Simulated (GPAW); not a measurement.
# EuMo in GPAW: the effect of starting spin order

EuMo:

```
Eu Mo
1.0
     3.53145    0.00000    0.00000
     0.00000    3.53145    0.00000
     0.00000    0.00000    3.53145
Eu Mo
1 1
Direct
  0.50000 0.50000 0.50000
  0.00000 0.00000 0.00000
```

The cell was built by a generator and needn't be a form met in nature.

Alike in all runs:

| Property | Result |
| --- | --- |
| Program | GPAW 26.7.0 |
| Task | single point |
| Functional | r2SCAN |
| Potentials or basis | GPAW PAW data sets (gpaw-data 1.2.1) |
| Cutoff | 800 eV |
| Basis | pw |
| k mesh | 6 × 6 × 6 |
| Occupations | fermi-dirac, width 0.05 eV |

```tsv
starting spin order	energy over the lowest run (meV/atom)	pressure (GPa)	final net moment (μB)	final largest site moment (μB)
ferromagnetic start, larger moments	0.0	6.3	9.06	6.54
non-magnetic	?	?	?	?
ferromagnetic	0.0	6.3	9.06	6.54
```

**Question.** What does the run with starting spin order non-magnetic give?

**Answer.** Energy over the lowest run 4303.9 meV/atom; pressure -10.0 GPa; final net moment 0.00 μB; final largest site moment 0.00 μB.

Caveats: one-centre terms of the f shell are cut off; the PAW data sets were made with another functional, which shifts forces and pressure a little.
